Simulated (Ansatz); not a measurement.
Working through a single point from an input written key by key of CH8GeOSi, SMILES O[CH]([SiH3])[GeH3]

Computed with Ansatz's Python interface.

Contents of `ch8geosi.yaml`:
```yaml
crystal:
  periodic: [false, false, false]
  atoms:
    - { symbol: O, position_ang: [0.2595, 1.7161, 0.0827] }
    - { symbol: C, position_ang: [-0.3856, 0.5042, -0.1202] }
    - { symbol: Si, position_ang: [-0.3183, -0.4928, 1.4453] }
    - { symbol: Ge, position_ang: [0.644, -0.4281, -1.53] }
    - { symbol: H, position_ang: [-0.4398, 2.3015, 0.5627] }
    - { symbol: H, position_ang: [-1.4459, 0.6332, -0.4275] }
    - { symbol: H, position_ang: [1.1492, -0.6591, 1.8532] }
    - { symbol: H, position_ang: [-0.8561, -1.7975, 1.2333] }
    - { symbol: H, position_ang: [-1.0066, 0.2252, 2.5702] }
    - { symbol: H, position_ang: [0.4925, 0.3806, -2.8168] }
    - { symbol: H, position_ang: [-0.0888, -1.8297, -1.7205] }
    - { symbol: H, position_ang: [2.073, -0.6088, -1.0983] }
basis:
  gaussian: { orbitals: def2-SVP, nuclear_model: gaussian }
hamiltonian:
  xc: hf
```

At the Python prompt:
```pycon
>>> import ansatz as az
>>> session = az.Session.from_deck("ch8geosi.yaml")
>>> summary = session.plan(threads=1).execute().report
>>> print(f"E = {summary['free_energy_ev']:.6f} eV = {summary['free_energy_ev'] / 27.211386246:.7f} Ha")
E = -67516.428009 eV = -2481.1829650 Ha
>>> print("converged:", summary["converged"], " doubts:", summary["published_state_doubts"] or "none")
converged: True  doubts: none
>>> symbols = ["O", "C", "Si", "Ge", "H", "H", "H", "H", "H", "H", "H", "H"]
```

The settings weren't tested for convergence. The geometry is a force-field or estimated start, not a minimum of this method, and the basis set is short of its limit. It ran for 2.4 s on 1 thread of Arm Neoverse V1 (shared host), peak memory 0.28 GiB.
